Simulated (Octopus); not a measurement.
## HfB: equation of state with PBE

The system is HfB.

```xyz
2
Lattice="0.0000 2.3100 2.3100 2.3100 0.0000 2.3100 2.3100 2.3100 0.0000" Properties=species:S:1:pos:R:3 pbc="T T T"
Hf    2.3100    2.3100    2.3100
B     0.0000    0.0000    0.0000
```

```json
{
  "Program": "Octopus 16.4",
  "Task": "equation of state",
  "Functional": "PBE",
  "Potentials or basis": "pseudodojo_pbe (PseudoDojo 0.5, PBE)",
  "k mesh": "10 × 10 × 10",
  "Occupations": "fermi-dirac, width 0.05 eV",
  "Spin": "no spin polarisation",
  "Eigensolver": "chebyshev_filter",
  "Volume scales": "[0.94, 0.96, 0.98, 1.0, 1.02, 1.04, 1.06]",
  "k-point symmetries used": "yes",
  "ConvRelDens": "3e-07",
  "ExtraStates": "8",
  "DerivativesOrder": "8"
}
```

```
Equilibrium volume : 13.45 Å³/atom (rough: see the caveat)
Bulk modulus       : 437 GPa (rough)
```

Energy against volume, from the lowest point:
| volume (Å³/atom) | energy (meV/atom) |
| --- | --- |
| 11.587 | 290.44 |
| 11.833 | 230.97 |
| 12.080 | 157.75 |
| 12.326 | 106.32 |
| 12.573 | 62.74 |
| 12.819 | 28.47 |
| 13.066 | 0.00 |

All runs of the series together: 30 min on 1 thread of Arm Neoverse V1, with other jobs on the host.

Caveat: the minimum lies outside the volumes run; the points scatter about the fit; the fit is doubtful: noisy points or a state that changes with volume; the number of grid points is fixed, so the spacing changes with the cell, which shifts volumes and moduli. Spin-orbit coupling is left out, which matters for the levels of Hf.
